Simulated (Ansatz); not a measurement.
# C2H5BrMg: basis-set convergence

How large a basis does C2H5BrMg need? Two functionals are run in growing sets.

Computed with Ansatz 0.2.0, Gaussian basis. Level: one geometry, several basis sets.

The runs, in order: PBE0-D4/def2-SVP; ωB97M-V/def2-SVP; PBE0-D4/def2-QZVPP; ωB97M-V/def2-QZVPP; the functionals' def2-TZVPP values are taken from earlier runs.

### Step 1. Structure used throughout

All runs share one geometry, relaxed beforehand with PBE0-D4 in a triple-zeta def2 set.

SMILES `C[CH2][Mg][Br]`, 9 atoms, charge 0, spin multiplicity 1.

Atoms are counted from 1 here; the program's logs count them from 0.

Bond lengths: C1–C2 1.530 Å, C1–H5 1.094 Å, C1–H6 1.096 Å, C1–H7 1.094 Å, C2–Mg3 2.086 Å, C2–H8 1.097 Å, C2–H9 1.097 Å, Mg3–Br4 2.348 Å. Angles: C2–C1–H5 112.1°, C2–C1–H6 112.1°, C2–C1–H7 112.1°, H5–C1–H6 106.7°, H5–C1–H7 106.7°, H6–C1–H7 106.7°, C1–C2–Mg3 116.2°, C1–C2–H8 109.9°, C1–C2–H9 109.9°, Mg3–C2–H8 107.5°, Mg3–C2–H9 107.6°, H8–C2–H9 105.1°, C2–Mg3–Br4 179.8°.

### Step 2. PBE0-D4 in def2-SVP

File in.yaml:

```yaml
crystal:
  periodic: [false, false, false]
  atoms:
    - {symbol: C, position_ang: [-0.502630, 0.995680, 0.503842]}
    - {symbol: C, position_ang: [0.356636, -0.269909, 0.508347]}
    - {symbol: Mg, position_ang: [0.470746, -1.312191, -1.294770]}
    - {symbol: Br, position_ang: [0.594612, -2.478252, -3.329320]}
    - {symbol: H, position_ang: [-1.544648, 0.784988, 0.245729]}
    - {symbol: H, position_ang: [-0.514864, 1.490344, 1.482120]}
    - {symbol: H, position_ang: [-0.142775, 1.735476, -0.217306]}
    - {symbol: H, position_ang: [1.381231, -0.024823, 0.813233]}
    - {symbol: H, position_ang: [-0.009807, -0.967612, 1.271026]}
basis:
  gaussian: {orbitals: def2-SVP}
hamiltonian: {xc: pbe0, dispersion: d4}
output: {orbitals: {seedname: orbitals}}
```

The runs that follow: ωB97M-V in def2-SVP; PBE0-D4 in def2-QZVPP; ωB97M-V in def2-QZVPP.

Before running them: what should the planned runs give, taken together? Wanted: PBE0-D4: double and triple zeta above quadruple; ωB97M-V: double and triple zeta above quadruple.

The runs gave:

```
                                       quantity           value
PBE0-D4: double and triple zeta above quadruple  14.58, 1.81 eV
ωB97M-V: double and triple zeta above quadruple  14.60, 1.74 eV
```

PBE0-D4 gains 12.78 eV from double to triple zeta, then 1.81 eV more. These are total energies; as a rule much of such shifts cancels in differences, which this series doesn't test.
